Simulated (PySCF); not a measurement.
**Solver options tried on Ga2⁺**

The same problem is solved with other solver options, one edit a run.

Program: PySCF 2.14.0. Level of theory: method and basis as typed in the scripts. These are calculated values, not measurements.

5 further runs of the same task are left out: 5 that didn't finish.

## 1. Where the work starts

Ga2⁺: 2 atoms, charge 1, spin multiplicity 2.

Bond lengths: Ga1–Ga2 2.510 Å.

## 2. The run that the others are compared with

Input file input.py:

```python
from pyscf import gto, scf

mol = gto.M(
    atom='Ga 0 0 0; Ga 0 0 2.51',
    basis='6-31g',
    charge=1,
    spin=1,
    verbose=4,
)
mf = scf.UHF(mol)
mf.kernel()
mf.nuc_grad_method().kernel()
mf.dip_moment()
print('orbital energies (hartree):', [e[max(0, n-3):n+3].round(4) for e, n in zip(mf.mo_energy, mol.nelec)])
```

Run with:

```bash
$ OMP_NUM_THREADS=1 python input.py
```

Its log is not repeated here.

It gives: E(SCF) = -3845.585024 Eh, 10 cycles, ⟨S²⟩ = 0.752, gradient on the second atom -0.0342 Eh/bohr.

The bond length is a typed value, not an optimised one. The dipole of an ion depends on the origin.

## 3. Second-order solver on

Variant 1 changes second-order solver: off → on.

Input file input.py:

```python
from pyscf import gto, scf

mol = gto.M(
    atom='Ga 0 0 0; Ga 0 0 2.51',
    basis='6-31g',
    charge=1,
    spin=1,
    verbose=4,
)
mf = scf.UHF(mol)
mf = mf.newton()
mf.kernel()
mf.nuc_grad_method().kernel()
mf.dip_moment()
print('orbital energies (hartree):', [e[max(0, n-3):n+3].round(4) for e, n in zip(mf.mo_energy, mol.nelec)])
```

Run with:

```bash
$ OMP_NUM_THREADS=1 python input.py
```

## 4. Convergence threshold 1e-07 hartree

Variant 2 changes convergence threshold: default → 1e-07 hartree.

input.py, as its differences from that of step 2:

```diff
@@ -10,2 +10,3 @@
 mf = scf.UHF(mol)
+mf.conv_tol = 1e-07
 mf.kernel()
```

## 5. Level shift 0.1 hartree

Variant 3 changes level shift: none → 0.1 hartree.

input.py, as its differences from that of step 2:

```diff
@@ -10,2 +10,3 @@
 mf = scf.UHF(mol)
+mf.level_shift = 0.1
 mf.kernel()
```

## 6. Damping 0.5

Variant 4 changes damping: none → 0.5.

input.py, as its differences from that of step 2:

```diff
@@ -10,2 +10,4 @@
 mf = scf.UHF(mol)
+mf.damp = 0.5
+mf.diis_start_cycle = 8
 mf.kernel()
```

What does the calculation give? Wanted: for each run, E(SCF); from base; gap, α spin.

As calculated:

```csv
run,E(SCF) (hartree),from base (eV),cycles,"gap, α spin (eV)"
base,-3845.585024,0,10,5.79
second-order solver on,-3845.585024,0.0000,2 macro,5.79
convergence threshold 1e-07 hartree,-3845.585024,0.0000,8,5.79
level shift 0.1 hartree,-3845.585024,0.0000,10,5.79
damping 0.5,-3845.585024,0.0000,14,5.79
```

Distance from each run's final energy (log10 hartree) by cycle:

```csv
run,cycle 1,cycle 2,cycle 3,cycle 5,cycle 8,cycle 12
base,-1.7,-2.9,-3.6,-5.6,-8.8,done
convergence threshold 1e-07 hartree,-1.7,-2.9,-3.6,-5.6,-9.0,done
level shift 0.1 hartree,-1.7,-2.6,-3.3,-5.0,-7.9,done
damping 0.5,-1.7,-2.2,-2.7,-3.5,-5.0,-8.4
```

**Reading.** No change of the SCF energy comes from second-order solver on or convergence threshold 1e-07 hartree or level shift 0.1 hartree or damping 0.5. The base needs 10 cycles and the run with damping 0.5 needs 14.
